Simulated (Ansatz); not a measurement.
# Cu5Si3: the cost of one run

Program: Ansatz 0.2.0. Level of theory: DFT PBE, scalar-relativistic, plane waves, PAW. These are calculated values, not measurements.

## (1) Starting point

The cell holds 16 atoms (Cu10Si6): a = 6.034 Å, b = 6.312 Å, c = 5.993 Å, α = 91.32°, β = 89.34°, γ = 91.28°.

10 Cu, 6 Si were thrown into a skewed cell at random, at 1.05 times a reference volume of the solid, and pushed apart as soft spheres.

Structure file:

```cif
data_structure
_symmetry_space_group_name_H-M 'P 1'
_symmetry_Int_Tables_number 1
_cell_length_a 6.0338
_cell_length_b 6.3121
_cell_length_c 5.9932
_cell_angle_alpha 91.323
_cell_angle_beta 89.345
_cell_angle_gamma 91.280
_cell_volume 228.13
loop_
_atom_site_label
_atom_site_type_symbol
_atom_site_fract_x
_atom_site_fract_y
_atom_site_fract_z
_atom_site_occupancy
Cu1 Cu 0.64614 0.14356 0.48988 1
Cu2 Cu 0.80892 0.57210 0.34300 1
Cu3 Cu 0.54395 0.10551 0.04839 1
Cu4 Cu 0.77592 0.81072 0.71364 1
Cu5 Cu 0.02818 0.29794 0.63906 1
Cu6 Cu 0.44216 0.45056 0.75233 1
Cu7 Cu 0.24514 0.95403 0.76492 1
Cu8 Cu 0.39808 0.42779 0.29266 1
Cu9 Cu 0.12646 0.63458 0.02006 1
Cu10 Cu 0.19436 0.02824 0.33704 1
Si1 Si 0.15974 0.64671 0.52709 1
Si2 Si 0.54727 0.71558 0.06749 1
Si3 Si 0.79297 0.41070 0.96863 1
Si4 Si 0.16354 0.25196 0.01479 1
Si5 Si 0.48806 0.78957 0.43052 1
Si6 Si 0.86404 0.90035 0.14368 1
```

## (2) Stage at 2150 K

The cutoff is lowered while the worst contacts of the packing are taken out. One k point, a Fermi-Dirac width of 0.185 eV and a fixed cell.

input.yaml

```yaml
crystal:
  lattice:
    - [6.033308, -0.068701, 0.033986]
    - [-0.068701, 6.311354, -0.070802]
    - [0.033986, -0.070802, 5.992716]
  atoms:
    - { symbol: Cu, position: [0.6461373764, 0.1435606568, 0.4898768204] }
    - { symbol: Cu, position: [0.8089204216, 0.5721023049, 0.3429956094] }
    - { symbol: Cu, position: [0.5439461591, 0.1055064625, 0.0483881955] }
    - { symbol: Cu, position: [0.7759229939, 0.8107245312, 0.7136385145] }
    - { symbol: Cu, position: [0.0281849329, 0.2979405431, 0.6390627801] }
    - { symbol: Cu, position: [0.4421589133, 0.4505643066, 0.7523250014] }
    - { symbol: Cu, position: [0.245139342, 0.9540258031, 0.7649205524] }
    - { symbol: Cu, position: [0.3980803605, 0.4277907256, 0.2926587647] }
    - { symbol: Cu, position: [0.126461325, 0.6345834071, 0.0200566319] }
    - { symbol: Cu, position: [0.19435703, 0.0282378598, 0.3370398408] }
    - { symbol: Si, position: [0.1597383046, 0.6467076868, 0.5270919873] }
    - { symbol: Si, position: [0.5472744447, 0.7155798079, 0.067490069] }
    - { symbol: Si, position: [0.7929702224, 0.4107019635, 0.9686349343] }
    - { symbol: Si, position: [0.1635411665, 0.2519556701, 0.0147883109] }
    - { symbol: Si, position: [0.4880590599, 0.7895695292, 0.4305197108] }
    - { symbol: Si, position: [0.8640377665, 0.9003468552, 0.1436826286] }
  symmetry: { detect: false }
basis:
  ecutwfc: 320
  xc_grid: 1
kpoints:
  mp_grid: { grid: [1, 1, 1], shift: [0.25, 0.25, 0.25] }
hamiltonian:
  xc: pbe
scf:
  occupations: { method: fermi_dirac, width: 0.1853 }
  lower_state_search: "off"
  convergence: { dr2_threshold: 1.0e-05 }
output:
  forces: true
  stress: true
md:
  timestep: 3.0
  n_steps: 24
  ensemble: nvt_langevin
  friction: 0.03
  temperature: 2150.0
  initial_velocities: maxwell_boltzmann
  seed: 56419
```

Run with:

```console
$ ansatz run input.yaml --threads 2 --pin off --max-ram 5120MiB --backend cpu --events-out ev --progress --plain --runs-dir out
```

What time and memory should one allow on 2 threads of Arm Neoverse V2, shared host?

About 33 s, with a peak of 0.39 GiB.
